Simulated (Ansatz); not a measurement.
The system is CoCl2O2.

```xyz
5
Lattice="3.5809 -3.9270 0.0000 3.5809 3.9270 0.0000 -0.4204 0.0000 3.4576" Properties=species:S:1:pos:R:3 pbc="T T T"
Co    0.0000    0.0000    0.0000
Cl    5.3026    0.0000    1.4797
Cl    1.4388    0.0000    1.9780
O     3.5809   -2.2921    0.0000
O     3.5809    2.2921    0.0000
```

The cell comes from a database or a generator and needn't be the stable form of this composition.

Alike in all runs: program Ansatz 0.2.0; functional PBE; potentials or basis Ansatz PAW; cutoff 420 eV (not typed: the program's choice for these potentials); k mesh 5 × 5 × 8; occupations fermi-dirac, width 0.05 eV.

Starts and where they ended:

```tsv
start	free energy over the lowest (meV/atom)	net moment (μB)	site or absolute moments (μB)	gap
no spin polarisation	19.7	-	-	none (metal or under the smearing width)
collinear spin, ferromagnetic start of up to 2 μB	0.0	1.00	Co +0.74; Cl +0.06; O +0.01	none (metal or under the smearing width)
collinear spin, random start of up to 0.84 μB	0.0	-1.00	Co -0.74; Cl -0.06; O -0.01	none (metal or under the smearing width)
```

Allowing spin polarisation gains 20 meV/atom. A still lower state may exist.

Caveats: semilocal functionals often make such compounds metallic where correlation or magnetic order opens a gap, which also shifts bond lengths; a cell with one magnetic atom can't hold antiferromagnetic order, which such compounds often take (some runs); an odd number of electrons without spin polarisation forces a metal (some runs); a magnetic or distorted state may lie lower (some runs).
